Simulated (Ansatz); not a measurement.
## GeH7NSi, SMILES N[SiH2][GeH3]: a rigid scan of one bond length, step by step

With Ansatz's Python interface.

Input file `geh7nsi.xyz`:
```text
10

N    -1.60470    0.49900   -0.62230
Si    0.09460    0.75560   -0.34230
Ge    0.85000   -0.99430    0.93200
H    -1.68640   -0.32880   -1.18440
H    -1.94860    1.31710   -1.27890
H     0.32510    2.04190    0.36690
H     0.83920    0.78190   -1.62280
H     0.67590   -2.31380    0.19100
H     0.13450   -0.99870    2.34300
H     2.40350   -0.81100    1.22070
```

The cells in order, each with its output:

In [1]:
```python
import ansatz as az
import numpy as np
```

In [2]:
```python
mol = az.Crystal.molecule_from_extxyz("geh7nsi.xyz")
```

In [3]:
```python
symbols = [site.symbol for site in mol.cartesian_sites]
start = np.array([site.position_ang for site in mol.cartesian_sites])
axis = (start[4] - start[0]) / np.linalg.norm(start[4] - start[0])
moving = [4]
lengths, energies = [0.971, 1.016, 1.06, 1.104, 1.148, 1.192, 1.236, 1.303], []
for length in lengths:
    xyz = start.copy()
    xyz[moving] += (length - np.linalg.norm(start[4] - start[0])) * axis
    point = az.Crystal.molecule()
    for symbol, place in zip(symbols, xyz):
        point = point.atom(symbol, place.tolist())
    calculation = (
        point.calculation()
        .basis(gaussian="def2-SVP")
        .functional("r2SCAN")
    )
    data = calculation.run(threads=1).report
    energies.append(data["free_energy_ev"])
    print(f"r = {length:6.3f} A  E = {energies[-1]:.5f} eV  <S^2> = {abs(data['mean_field']['state']['spin_squared']):.3f}")
```
```text
r =  0.971 A  E = -65987.52652 eV  <S^2> = 0.000
r =  1.016 A  E = -65987.59280 eV  <S^2> = 0.000
r =  1.060 A  E = -65987.56856 eV  <S^2> = 0.000
r =  1.104 A  E = -65987.47839 eV  <S^2> = 0.000
r =  1.148 A  E = -65987.33936 eV  <S^2> = 0.000
r =  1.192 A  E = -65987.16471 eV  <S^2> = 0.000
r =  1.236 A  E = -65986.96477 eV  <S^2> = 0.000
r =  1.303 A  E = -65986.62932 eV  <S^2> = 0.000
```

In [4]:
```python
# quartic fit about the minimum
fit = np.polynomial.Polynomial.fit(lengths, np.array(energies) - min(energies), 4).convert()
roots = [r.real for r in fit.deriv().roots() if abs(r.imag) < 1e-9 and fit.deriv(2)(r.real) > 0]
r_e = min(roots, key=lambda r: abs(r - lengths[int(np.argmin(energies))]))
print(f"minimum of the fit at {r_e:.4f} A, force constant {fit.deriv(2)(r_e):.2f} eV/A^2")
```
```text
minimum of the fit at 1.0244 A, force constant 42.64 eV/A^2
```

Notes:
- Total energies depend on the basis set; only differences at equal settings carry meaning.
- The rest of the molecule is held rigid at a force-field or estimated start geometry, and the basis set is modest; single-reference methods fail as a bond breaks.
- The orbitals are restricted, so S² is zero by construction.
- Timing: 53 s on 1 thread of Arm Neoverse V1, on a shared host, peak memory 0.22 GiB.
